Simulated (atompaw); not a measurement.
# A PAW (atompaw) potential for arsenic, from input to tests

Aim: build the potential from the settings below, then test how well it stands in for the atom: scattering, ghost states and the plane-wave cutoff that it needs.

Method: atompaw 4.2.0.5, PBE, scalar-relativistic.

### Step 1. Settings

Typed settings, in words:

```
element                 : arsenic (As, Z = 33)
type                    : PAW
frozen core             : [Ar] 3d10
valence charge          : 5
reference configuration : 4s2 4p3
partial waves           : 4s (bound): rc 1.45 bohr; 4s channel at 0.15 Ry: rc 1.70 bohr; 4p (bound): rc 1.70 bohr; 4p channel at 2.15 Ry: rc 1.70 bohr; 4d channel at -0.1 Ry: rc 1.70 bohr; 4d channel at 0.85 Ry: rc 1.70 bohr
local potential         : vpsmatchnc scheme with l = 3 at 0 Ry, radius 1.55 bohr
core correction         : smooth core density matched at 1.45 bohr
augmentation charge     : sinc compensation charge, radius 1.40 bohr; PAW radius 1.70 bohr; waves and projectors: custom polynom2 7 10 vanderbiltortho
```

An earlier all-electron run gives the scale for the radii.

All-electron outer shells of the reference configuration (PBE, scalar-relativistic, ld1.x):

```
shell  level (eV)  outermost node (bohr)  outermost maximum (bohr)
   3p     -133.68                   0.22                      0.52
   3d      -40.65                      –                      0.47
   4s      -14.49                   0.73                      1.61
   4p       -5.19                   0.78                      2.00
```

### Step 2. Generating the potential

As.input

```
As 33
GGA-PBE scalarrelativistic loggrid 1500 logderivrange -3 5 201
4 4 3 0 0 0
4 1 3
0 0 0
c
c
c
v
c
c
v
c
2
1.70 1.40 1.55 1.45
y
0.15
n
y
2.15
n
y
-0.1
y
0.85
n
custom polynom2 7 10 vanderbiltortho sinc
3 0 vpsmatchnc
1.45
1.70
1.70
1.70
1.70
1.70
PWSCFOUT
UPFDX 0.0125d0 UPFXMIN -7.d0 UPFZMESH 33.d0
END
```

Run with:

```sh
$ atompaw < As.input > As.log
```

**Question.** What will these runs give? Wanted: cutoffs for 10 and 1 mRy, occupied levels; bound ghosts; largest phase difference near zero energy, channels read; lowest eigenvalue of the overlap; share of valence orbitals outside the PAW sphere; UPF file.

As calculated:

| quantity | value |
| --- | --- |
| cutoffs for 10 and 1 mRy, occupied levels | 18 Ry and 25 Ry |
| bound ghosts | s at -3667.71 eV, p at -252.76 eV, d at -35.55 eV |
| largest phase difference near zero energy, channels read | 0.000 rad |
| lowest eigenvalue of the overlap (Bessel basis) | 0.002 (s) |
| share of valence orbitals outside the PAW sphere | 4s 58 %, 4p 79 % |
| UPF file | written |

In words: A bound ghost (s, p, d) makes it unfit for use: electrons can fall into a state that the atom doesn't have. The overlap operator is nearly singular (0.002). The potential is soft on the atom at that tolerance: the looser tolerance needs 18 Ry. The slowest occupied level is 4s: taken alone it needs 21 Ry to come within 1 mRy, against 8 Ry for 4p. Near zero energy the phases of the channels with partial waves agree within 0.001 rad. All of this concerns the isolated atom, not yet a solid.
